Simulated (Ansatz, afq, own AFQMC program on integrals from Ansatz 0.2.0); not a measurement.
# ZrB (quartet): AFQMC on the coupled-cluster ladder at distance Zr1–B2 = 4.432 Å, def2-SVP

Aim: compute ZrB (quartet) with auxiliary-field quantum Monte Carlo on the same integrals as coupled cluster, and set the energies side by side.

Method: def2-SVP, frozen cores; program: Ansatz 0.2.0, Gaussian basis, and an in-house AFQMC program (afq) on its integrals; all values are calculated.

To be run: PBE (unrestricted); PBE0 (unrestricted); B3LYP (unrestricted); wB97M-V (unrestricted); B2PLYP (unrestricted); CCSD(T) on UHF; CCSDT(Q) on UHF; Phaseless AFQMC, CISD trial on UHF; Phaseless AFQMC, single-determinant trial on UHF.

3 further runs of the same task are left out: 3 that didn't finish.

## (1) What is computed

The geometry derives from a PBE0/def2-TZVP stationary point (not a proven minimum). One bond is set to the value named and the two fragments are kept rigid. No spin-orbit coupling is included. Elements past krypton take def2 core potentials.

2 atoms, charge 0, spin multiplicity 4.

Atoms are counted from 1 here; the program's logs count them from 0.

No contacts short enough for the rule that draws bonds.

As a file:

```xyz
2
BZr
Zr    0.0000    0.0000    0.0000
B     0.0000    0.0000    4.4320
```

## (2) PBE (unrestricted)

in.yaml reads:

```yaml
crystal:
  periodic: [false, false, false]
  atoms:
    - {symbol: Zr, position_ang: [0.000000, 0.000000, 0.000000]}
    - {symbol: B, position_ang: [0.000000, 0.000000, 4.432000]}
basis:
  gaussian: {orbitals: def2-SVP}
magnetization: {spin_polarized: true, initial_magnetization: 3}
hamiltonian: {xc: {name: PBE}}
output: {orbitals: {seedname: orbitals}}
```

On the command line:

```bash
$ ansatz run in.yaml --threads 1 --pin off --events-out ev --progress --plain --max-ram 1382MiB
```

Output (excerpt; [...] marks lines left out):

```text
Functional definition: PBE
  name "PBE"
  cite "Perdew, Burke & Ernzerhof, Phys. Rev. Lett. 77, 3865 (1996) doi:10.1103/PhysRevLett.77.3865"
  parent pbe
[...]
432 factors; their error is unknown
[...]
mean field -1945.03555247 eV, -71.4787381607 hartree, gradient 4.4e-6 eV, S^2 4.530361; 25 other end points of the search recorded, 0 dependent functions left out
reference -1945.03559253 eV, -71.4787396330 hartree; 10, 7 occupied and 35, 38 virtual orbitals, 432 factors
Total energy: -1945.03559253 eV, -71.4787396330 hartree
```

It took 1.7 min on 1 thread of Arm Neoverse V2, shared host.

From the report: ⟨S²⟩ of the determinant 4.530 (pure quartet: 3.75). The determinant is far from a pure spin state, so its energy mixes those of several spin states (harmless only where they are near-degenerate, as at dissociation).

## (3) PBE0 (unrestricted)

in.yaml: that of step 2 with these lines changed.

```diff
@@ -8,3 +8,3 @@
 magnetization: {spin_polarized: true, initial_magnetization: 3}
-hamiltonian: {xc: {name: PBE}}
+hamiltonian: {xc: {name: PBE0}}
 output: {orbitals: {seedname: orbitals}}
```

Same command.

Output (excerpt; [...] marks lines left out):

```text
Functional definition: PBE0
  name "PBE0"
  cite "Adamo & Barone, J. Chem. Phys. 110, 6158 (1999) doi:10.1063/1.478522"
  cite "Perdew, Burke & Ernzerhof, Phys. Rev. Lett. 77, 3865 (1996) doi:10.1103/PhysRevLett.77.3865"
  parent pbe
[...]
474 factors; integrals over basis functions are off by at most 5.1e-4 eV
[...]
mean field -1944.62011410 eV, -71.4634710822 hartree, gradient 2.9e-6 eV, S^2 4.681438; 20 other end points of the search recorded, 0 dependent functions left out
reference -1944.62014580 eV, -71.4634722472 hartree; 10, 7 occupied and 35, 38 virtual orbitals, 474 factors
Total energy: -1944.62014580 eV, -71.4634722472 hartree
```

It took 98 s on 1 thread of Arm Neoverse V2, shared host.

From the report: ⟨S²⟩ of the determinant 4.681 (pure quartet: 3.75). The determinant is far from a pure spin state, so its energy mixes those of several spin states (harmless only where they are near-degenerate, as at dissociation).

## (4) B3LYP (unrestricted)

in.yaml: that of step 3 with these lines changed.

```diff
@@ -8,3 +8,2 @@
 magnetization: {spin_polarized: true, initial_magnetization: 3}
-hamiltonian: {xc: {name: PBE0}}
-output: {orbitals: {seedname: orbitals}}
+hamiltonian: {xc: {name: B3LYP}}
```

The command is unchanged.

Output (excerpt; [...] marks lines left out):

```text
Functional definition: B3LYP
  name "B3LYP"
  cite "Stephens, Devlin, Chabalowski & Frisch, J. Phys. Chem. 98, 11623 (1994) doi:10.1021/j100096a001"
  cite "Becke, Phys. Rev. A 38, 3098 (1988) doi:10.1103/PhysRevA.38.3098"
  cite "Lee, Yang & Parr, Phys. Rev. B 37, 785 (1988) doi:10.1103/PhysRevB.37.785"
  cite "Vosko, Wilk & Nusair, Can. J. Phys. 58, 1200 (1980) doi:10.1139/p80-159"
[...]
476 factors; their error is unknown
[...]
mean field -1946.80082566 eV, -71.5436107540 hartree, gradient 6.2e-6 eV, S^2 3.755593; 10 other end points of the search recorded, 0 dependent functions left out
reference -1946.80103357 eV, -71.5436183945 hartree; 10, 7 occupied and 35, 38 virtual orbitals, 476 factors
Total energy: -1946.80103357 eV, -71.5436183945 hartree
```

Run time: 69 s. Hardware: 1 thread of Arm Neoverse V2, shared host.

From the report: ⟨S²⟩ of the determinant 3.756 (pure quartet: 3.75).

## (5) wB97M-V (unrestricted)

in.yaml: that of step 4 with these lines changed.

```diff
@@ -8,2 +8,3 @@
 magnetization: {spin_polarized: true, initial_magnetization: 3}
-hamiltonian: {xc: {name: B3LYP}}
+hamiltonian: {xc: {name: wB97M-V}}
+output: {orbitals: {seedname: orbitals}}
```

Launched as before.

Output (excerpt; [...] marks lines left out):

```text
Functional definition: wB97M-V
  name "wB97M-V"
  cite "Mardirossian & Head-Gordon, J. Chem. Phys. 144, 214110 (2016) doi:10.1063/1.4952647"
  cite "Becke, J. Chem. Phys. 107, 8554 (1997) doi:10.1063/1.475007"
  cite "Vydrov & Van Voorhis, J. Chem. Phys. 133, 244103 (2010) doi:10.1063/1.3521275"
  # Of w^i u^j: cxij and so on, Table III.
[...]
  gx(w, u) = 1 - cx + cx01*u + cx10*w
  gss(w, u) = css00 + css04*u^4 + css10*w + css20*w^2 + css43*w^4*u^3
  gos(w, u) = cos00 + cos10*w + (cos20 + cos21*u)*w^2 + (cos60 + cos61*u)*w^6
[...]
      + integral(e_c_pw_mod_opposite_spin*gos(b97_w_opposite, b97_u_opposite)) + vv10(b, c)
461 factors; their error is unknown
134 factors; integrals over basis functions are off by at most 7.1e-5 eV
[...]
mean field -1943.61610925 eV, -71.4265745847 hartree, gradient 2.0e-6 eV, S^2 3.759727; 6 other end points of the search recorded, 0 dependent functions left out
reference -1943.61615026 eV, -71.4265760918 hartree; 10, 7 occupied and 35, 38 virtual orbitals, 461 factors
Total energy: -1943.61615026 eV, -71.4265760918 hartree
```

Run time: 70 s. Hardware: 1 thread of Arm Neoverse V2, shared host; peak memory 0.25 GiB.

From the report: ⟨S²⟩ of the determinant 3.760 (pure quartet: 3.75).

## (6) B2PLYP (unrestricted)

in.yaml: that of step 5 with these lines changed.

```diff
@@ -8,3 +8,3 @@
 magnetization: {spin_polarized: true, initial_magnetization: 3}
-hamiltonian: {xc: {name: wB97M-V}}
-output: {orbitals: {seedname: orbitals}}
+hamiltonian: {xc: {name: B2PLYP}}
+correlation: {electrons: outside_noble_gas}
```

Same command.

Output (excerpt; [...] marks lines left out):

```text
Functional definition: B2PLYP
  name "B2PLYP"
  cite "Grimme, J. Chem. Phys. 124, 034108 (2006) doi:10.1063/1.2148954"
  cite "Becke, Phys. Rev. A 38, 3098 (1988) doi:10.1103/PhysRevA.38.3098"
  cite "Lee, Yang & Parr, Phys. Rev. B 37, 785 (1988) doi:10.1103/PhysRevB.37.785"
[...]
474 factors; integrals over basis functions are off by at most 5.1e-4 eV
[...]
mean field -1940.40088815 eV, -71.3084173886 hartree, gradient 1.0e-10 eV, S^2 3.758682; 8 other end points of the search recorded, 0 dependent functions left out
5 core orbitals not correlated: weight in the atoms' cores, before any rotation towards them, 1.000 or more for the frozen orbitals, at most 0.000 for the correlated occupied ones
reference -1940.40101728 eV, -71.3084221339 hartree; 5, 2 occupied and 35, 38 virtual orbitals, 474 factors
second order -2.64252104 eV of doubles, -0.00000000 eV of singles
Total energy: -1941.11449796 eV, -71.3346420653 hartree
```

It took 56 s on 1 thread of Arm Neoverse V2, shared host.

From the report: ⟨S²⟩ of the determinant 3.759 (pure quartet: 3.75).

## (7) CCSD(T) on UHF

in.yaml: that of step 6 with these lines changed.

```diff
@@ -8,3 +8,2 @@
 magnetization: {spin_polarized: true, initial_magnetization: 3}
-hamiltonian: {xc: {name: B2PLYP}}
-correlation: {electrons: outside_noble_gas}
+correlation: {method: ccsd_t, electrons: outside_noble_gas, hamiltonian_folder: ham}
```

Launched as before.

Output (excerpt; [...] marks lines left out):

```text
Functional definition: HF
  name "HF"
  cite "Fock, Z. Phys. 61, 126 (1930) doi:10.1007/BF01340294"
  parent pbe
[...]
474 factors; integrals over basis functions are off by at most 5.1e-4 eV
[...]
mean field -1930.17665402 eV, -70.9326837146 hartree, gradient 8.7e-10 eV, S^2 4.740325; 90 other end points of the search recorded, 0 dependent functions left out
determinant -1930.17665402 eV, -70.9326837146 hartree, with singles and doubles -1932.46881364 eV, -71.0169190268 hartree
determinant -1930.16543893 eV, -70.9322715677 hartree, with singles and doubles -1932.46258777 eV, -71.0166902305 hartree
determinant -1930.16141426 eV, -70.9321236637 hartree, with singles and doubles -1933.02632273 eV, -71.0374071081 hartree
determinant -1930.15950529 eV, -70.9320535104 hartree, with singles and doubles -1933.02280223 eV, -71.0372777320 hartree
[...]
determinant -1929.96589480 eV, -70.9249384560 hartree, with singles and doubles -1932.91620162 eV, -71.0333602317 hartree
determinant -1929.96006795 eV, -70.9247243233 hartree, with singles and doubles -1932.90913312 eV, -71.0331004692 hartree
determinant -1929.95901201 eV, -70.9246855180 hartree, with singles and doubles -1932.91852193 eV, -71.0334455015 hartree
determinant -1929.59319864 eV, -70.9112421247 hartree, with singles and doubles -1932.50297304 eV, -71.0181743616 hartree
5 core orbitals not correlated: weight in the atoms' cores, before any rotation towards them, 0.999 or more for the frozen orbitals, at most 0.000 for the correlated occupied ones
reference -1930.16141426 eV, -70.9321236637 hartree; 5, 2 occupied and 35, 38 virtual orbitals, 474 factors
second order -1.95864333 eV of doubles, -0.00000000 eV of singles
cycle   1  -2.86435821 eV  change    1.6e-6 eV  update   4.9e-6
perturbative correction -0.07607743 eV, -0.0027957940 hartree
Total energy: -1933.10184990 eV, -71.0401826803 hartree
```

Wall time 56 s (1 thread of Arm Neoverse V2, shared host).

From the report: ⟨S²⟩ of the determinant 3.772 (pure quartet: 3.75); correlation -2.9404 eV; T1 0.020; largest double amplitude 0.11.

This run also writes the integrals to the folder ham.

## (8) CCSDT(Q) on UHF

in.yaml: that of step 7 with these lines changed.

```diff
@@ -8,2 +8,2 @@
 magnetization: {spin_polarized: true, initial_magnetization: 3}
-correlation: {method: ccsd_t, electrons: outside_noble_gas, hamiltonian_folder: ham}
+correlation: {method: ccsdt_q, electrons: outside_noble_gas}
```

Launched as before.

Output (excerpt; [...] marks lines left out):

```text
Functional definition: HF
  name "HF"
  cite "Fock, Z. Phys. 61, 126 (1930) doi:10.1007/BF01340294"
  parent pbe
[...]
774 factors; integrals over basis functions are off by at most 9.2e-8 eV
[...]
mean field -1930.17667343 eV, -70.9326844277 hartree, gradient 1.4e-9 eV, S^2 4.740326; 97 other end points of the search recorded, 0 dependent functions left out
determinant -1930.17667343 eV, -70.9326844277 hartree, with singles and doubles -1932.46885331 eV, -71.0169204849 hartree
determinant -1930.16545607 eV, -70.9322721974 hartree, with singles and doubles -1932.46262499 eV, -71.0166915982 hartree
determinant -1930.16143780 eV, -70.9321245288 hartree, with singles and doubles -1933.02637685 eV, -71.0374090969 hartree
determinant -1930.15953039 eV, -70.9320544328 hartree, with singles and doubles -1933.02285880 eV, -71.0372798110 hartree
[...]
determinant -1929.96592009 eV, -70.9249393854 hartree, with singles and doubles -1932.91625758 eV, -71.0333622883 hartree
determinant -1929.96009491 eV, -70.9247253140 hartree, with singles and doubles -1932.90919068 eV, -71.0331025846 hartree
determinant -1929.95904590 eV, -70.9246867636 hartree, with singles and doubles -1932.91858750 eV, -71.0334479113 hartree
determinant -1929.59322031 eV, -70.9112429213 hartree, with singles and doubles -1932.50301754 eV, -71.0181759970 hartree
[...]
5 core orbitals not correlated: weight in the atoms' cores, before any rotation towards them, 0.999 or more for the frozen orbitals, at most 0.000 for the correlated occupied ones
reference -1930.16143780 eV, -70.9321245288 hartree; 5, 2 occupied and 35, 38 virtual orbitals, 774 factors
second order -1.95868266 eV of doubles, -0.00000000 eV of singles
cycle   1  -2.49306423 eV  change   -5.3e-1 eV  update   9.2e-2
[...]
cycle  25  -2.98047615 eV  change    2.1e-8 eV  update   6.8e-7
perturbative correction -0.00258789 eV, -0.0000951031 hartree
Total energy: -1933.14450184 eV, -71.0417501102 hartree
```

Run time: 2.1 min. Hardware: 1 thread of Arm Neoverse V2, shared host; peak memory 0.26 GiB.

From the report: ⟨S²⟩ of the determinant 3.772 (pure quartet: 3.75); correlation -2.9831 eV; T1 0.021; largest double amplitude 0.11.

## (9) Phaseless AFQMC, CISD trial on UHF

It reads the integrals that the CCSD(T) run on this determinant wrote.

On the command line:

```bash
$ afq ham --method phaseless --trial cisd --walkers 60 --populations 1 --least-time 40 --time-step 0.005 --steps-per-block 50 --equilibration-blocks 40 --max-blocks 300 --target-error 0.00064 --factor-cut 1e-05 --start spin_pure --seed 6797 --release-times 0.24,0.6,1.2,2,3,4.2 --release-step 0.04 --release-every 4 --taylor-order 6
```

Output:

```text
orbitals 40  electrons 5 2  factors 289 of 474
reference energy -70.93212366 Eh
CCSD correlation -0.10526306 Eh in 20 cycles, weight of the determinant in the CISD state 0.8612
energy of the start -71.037141 Eh
 block  time / (1/Eh)  mean weight  energy / Eh
     1     0.250  0.9996  -71.036389
     2     0.500  0.9991  -71.036395
     3     0.750  0.9991  -71.036654
     4     1.000  1.0011  -71.037091
     5     1.250  1.0000  -71.037088
     6     1.500  1.0008  -71.036791
     7     1.750  0.9988  -71.036848
     8     2.000  1.0007  -71.036689
     9     2.250  1.0003  -71.037698
    10     2.500  0.9998  -71.037730
    11     2.750  0.9994  -71.037747
    16     4.000  0.9999  -71.039744
    21     5.250  1.0002  -71.038789
    26     6.500  0.9996  -71.041338
    31     7.750  1.0026  -71.037844
    36     9.000  0.9996  -71.037244
    41    10.250  0.9990  -71.044678
    46    11.500  0.9994  -71.041668
    51    12.750  0.9962  -71.044182
    56    14.000  1.0018  -71.037652
    61    15.250  1.0013  -71.039420
    66    16.500  0.9998  -71.036554
    71    17.750  1.0015  -71.038561
    76    19.000  0.9996  -71.040993
    81    20.250  1.0015  -71.037638
    86    21.500  1.0014  -71.038241
    91    22.750  0.9994  -71.039404
    96    24.000  0.9999  -71.039203
   101    25.250  0.9987  -71.041125
   106    26.500  1.0012  -71.040163
   111    27.750  1.0005  -71.038122
   116    29.000  0.9994  -71.043044
   121    30.250  1.0016  -71.038377
   126    31.500  1.0004  -71.040701
   131    32.750  0.9999  -71.047866
   136    34.000  0.9996  -71.041475
   141    35.250  0.9998  -71.038387
   146    36.500  1.0025  -71.038755
   151    37.750  1.0002  -71.038196
   156    39.000  1.0009  -71.039053
   161    40.250  1.0013  -71.039175
   166    41.500  0.9980  -71.039618
   171    42.750  1.0001  -71.042027
   176    44.000  0.9953  -71.038417
   181    45.250  1.0002  -71.039124
   186    46.500  1.0015  -71.038725
   191    47.750  1.0005  -71.038931
   196    49.000  0.9999  -71.037419
blocks merged  error / Eh  count
     1  0.000204  160
     2  0.000249  80
     4  0.000304  40
     8  0.000329  20
    16  0.000431  10
released: time / (1/Eh)  energy / Eh  error  mean overlap
  0.24  -71.039864  0.000431  0.9995
  0.60  -71.040054  0.000463  0.9833
  1.20  -71.040577  0.000525  0.9767
  2.00  -71.040667  0.000657  0.9923
  3.00  -71.041035  0.000712  1.0228
  4.20  -71.040114  0.001009  1.0713
energy -71.039976 +/- 0.000329 Eh
```

Wall time 3.7 min (1 thread of Arm Neoverse V2, shared host).

Energy -1933.0962 ± 0.0089 eV. Caveats: constraint bias not in the error. The error still grows with block length (0.0083 to 0.0117 eV), so the bar may be too small.

## (10) Phaseless AFQMC, single-determinant trial on UHF

It reads the integrals that the CCSD(T) run on this determinant wrote.

On the command line:

```bash
$ afq ham --method phaseless --trial hf --walkers 120 --populations 1 --least-time 40 --time-step 0.005 --steps-per-block 20 --equilibration-blocks 160 --max-blocks 600 --target-error 0.0019200000000000003 --factor-cut 1e-05 --start spin_pure --seed 4523 --taylor-order 6
```

Output:

```text
orbitals 40  electrons 5 2  factors 289 of 474
reference energy -70.93212366 Eh
CCSD correlation -0.10526306 Eh in 20 cycles, weight of the determinant in the CISD state 0.8612
energy of the start -70.932276 Eh
 block  time / (1/Eh)  mean weight  energy / Eh
     1     0.100  1.0001  -70.943319
     2     0.200  1.0009  -70.953357
     3     0.300  1.0008  -70.962006
     4     0.400  1.0006  -70.967978
     5     0.500  0.9995  -70.974592
     6     0.600  1.0002  -70.982891
     7     0.700  1.0000  -70.986176
     8     0.800  0.9997  -70.988111
     9     0.900  0.9993  -70.991709
    10     1.000  1.0002  -70.993952
    15     1.500  0.9996  -71.002309
    29     2.900  0.9992  -71.015202
    43     4.300  1.0002  -71.043029
    57     5.700  0.9997  -71.045837
    71     7.100  0.9998  -71.034942
    85     8.500  0.9995  -71.043509
    99     9.900  0.9999  -71.020148
   113    11.300  0.9998  -71.021836
   127    12.700  0.9978  -71.041204
   141    14.100  1.0012  -71.014220
   155    15.500  1.0005  -71.030499
   169    16.900  1.0006  -71.029882
   183    18.300  0.9996  -71.010417
   197    19.700  0.9998  -71.023617
   211    21.100  0.9998  -71.010195
   225    22.500  1.0021  -71.026209
   239    23.900  1.0007  -71.045126
   253    25.300  0.9996  -71.034542
   267    26.700  1.0008  -71.023266
   281    28.100  1.0003  -71.018765
   295    29.500  1.0014  -71.036695
   309    30.900  1.0025  -71.022168
   323    32.300  1.0005  -71.022346
   337    33.700  0.9996  -71.021607
   351    35.100  0.9984  -71.026484
   365    36.500  1.0006  -71.028160
   379    37.900  1.0000  -71.035814
   393    39.300  0.9990  -71.027049
   407    40.700  0.9985  -71.029138
   421    42.100  0.9994  -71.029403
   435    43.500  1.0018  -71.022725
   449    44.900  1.0013  -71.018046
   463    46.300  0.9992  -71.024417
   477    47.700  0.9992  -71.014625
   491    49.100  1.0003  -71.026081
   505    50.500  1.0002  -71.025218
   519    51.900  1.0002  -71.028529
   533    53.300  0.9992  -71.019784
   547    54.700  0.9978  -71.019569
blocks merged  error / Eh  count
     1  0.000439  400
     2  0.000580  200
     4  0.000760  100
     8  0.000989  50
    16  0.001141  25
    32  0.001086  12
energy -71.025674 +/- 0.001141 Eh
```

Wall time 3.2 min (1 thread of Arm Neoverse V2, shared host).

Energy -1932.7070 ± 0.0310 eV. Caveats: constraint bias not in the error.

## (11) AFQMC on the ladder

On the UHF determinant, counted from CCSDT(Q) (a yardstick, not exact):

| level | energy (eV) | from CCSDT(Q) (meV) | statistical error (meV) | time |
| --- | --- | --- | --- | --- |
| HF | -1930.1614 | +2983.1 |  |  |
| MP2 | -1932.1201 | +1024.4 |  |  |
| CCSD | -1933.0258 | +118.7 |  |  |
| CCSD(T) | -1933.1018 | +42.7 |  |  |
| CCSDT(Q) | -1933.1445 | 0.0 |  |  |
| Phaseless AFQMC, CISD trial, step 0.005, 60 walkers | -1933.0962 | +48.3 | 8.9 | 3.7 min |
| Phaseless AFQMC, single-determinant trial, step 0.005, 120 walkers | -1932.7070 | +437.5 | 31.0 | 3.2 min |

The functionals' totals stand on their own zeros and serve differences with other points: PBE -1945.036 eV; PBE0 -1944.620 eV; B3LYP -1946.801 eV; wB97M-V -1943.616 eV; B2PLYP -1941.114 eV.

## (12) What came out

| quantity | value |
| --- | --- |
| CCSD(T) on UHF from CCSDT(Q) | +42.7 meV |
| Phaseless AFQMC, CISD trial on UHF from CCSDT(Q) | +48.3 ± 8.9 meV |
| Phaseless AFQMC, single-determinant trial on UHF from CCSDT(Q) | +437.5 ± 31.0 meV |

On UHF the phaseless walk with the CISD trial lies +48.3 meV from CCSDT(Q), 5 times its error bar. A single-determinant trial moves the result by +389.2 meV. Error bars are statistical and leave out the constraint, the time step and what remains of the start. Zr carries a core potential, and spin-orbit coupling is left out.
